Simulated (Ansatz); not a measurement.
# Ti3SnC2: the cost of one run

Method: DFT r2SCAN, scalar-relativistic, plane waves, PAW, in Ansatz 0.2.0.

## 1. Starting point

It takes space group P6_3/mmc (No. 194, hexagonal). The conventional cell has a = 3.140 Å, b = 3.140 Å, c = 18.683 Å, α = 90.00°, β = 90.00°, γ = 120.00°. Ti (site symmetry -3m) is surrounded by 6 C at 2.22 Å. Ti (site symmetry 3m) has 3 C at 2.10 Å as nearest neighbours. Sn (site symmetry -6m2) is surrounded by 6 Ti at 2.96 Å and 6 Sn at 3.14 Å. C (site symmetry 3m) is surrounded by 6 Ti at 2.10 to 2.22 Å.

As a file:

```xyz
12
Lattice="3.1397 0.0000 0.0000 -1.5699 2.7191 0.0000 0.0000 0.0000 18.6831" Properties=species:S:1:pos:R:3 pbc="T T T"
Ti    0.0000    0.0000    0.0000
Ti    0.0000    1.8127    2.3316
Ti    0.0000    1.8127    7.0099
Ti    0.0000    0.0000    9.3416
Ti    1.5699    0.9064   11.6732
Ti    1.5699    0.9064   16.3515
Sn    0.0000    0.0000    4.6708
Sn    0.0000    0.0000   14.0123
C     0.0000    1.8127   17.4045
C     1.5699    0.9064    1.2786
C     1.5699    0.9064    8.0629
C     0.0000    1.8127   10.6202
```

(A quick probe on a coarse mesh, which set the mesh and smearing, is not shown.)

## 3. The relaxation

File input.yaml:

```yaml
crystal:
  lattice:
    - [3.1397498262, 0.0, 0.0]
    - [-1.5698749131, 2.719103111, 0.0]
    - [0.0, 0.0, 18.6831053301]
  atoms:
    - { symbol: Ti, position: [0.0, 0.0, 0.0] }
    - { symbol: Ti, position: [0.33333333, 0.66666667, 0.12479783] }
    - { symbol: Ti, position: [0.33333333, 0.66666667, 0.37520217] }
    - { symbol: Ti, position: [0.0, 0.0, 0.5] }
    - { symbol: Ti, position: [0.66666667, 0.33333333, 0.62479783] }
    - { symbol: Ti, position: [0.66666667, 0.33333333, 0.87520217] }
    - { symbol: Sn, position: [0.0, 0.0, 0.25] }
    - { symbol: Sn, position: [0.0, 0.0, 0.75] }
    - { symbol: C, position: [0.33333333, 0.66666667, 0.9315614] }
    - { symbol: C, position: [0.66666667, 0.33333333, 0.0684386] }
    - { symbol: C, position: [0.66666667, 0.33333333, 0.4315614] }
    - { symbol: C, position: [0.33333333, 0.66666667, 0.5684386] }
basis:
  ecutwfc: 500
kpoints:
  mp_grid: { grid: [12, 12, 2] }
hamiltonian:
  xc: r2scan
scf:
  occupations: { method: gaussian, width: 0.1 }
output:
  forces: true
  stress: true
  eigenvalues: true
relax:
  adjacent_minimum: "off"
  f_tol: 0.01
  max_steps: 80
  cell: { stress_tol: 0.05 }
```

Started as:

```sh
> ansatz run input.yaml --threads 1 --pin off --max-ram 2560MiB --backend cpu --events-out ev --progress --plain --runs-dir out
```

Q: Estimate wall time and peak memory on 1 thread of Arm Neoverse V1, shared host.

About 4 min, with a peak of 0.98 GiB.
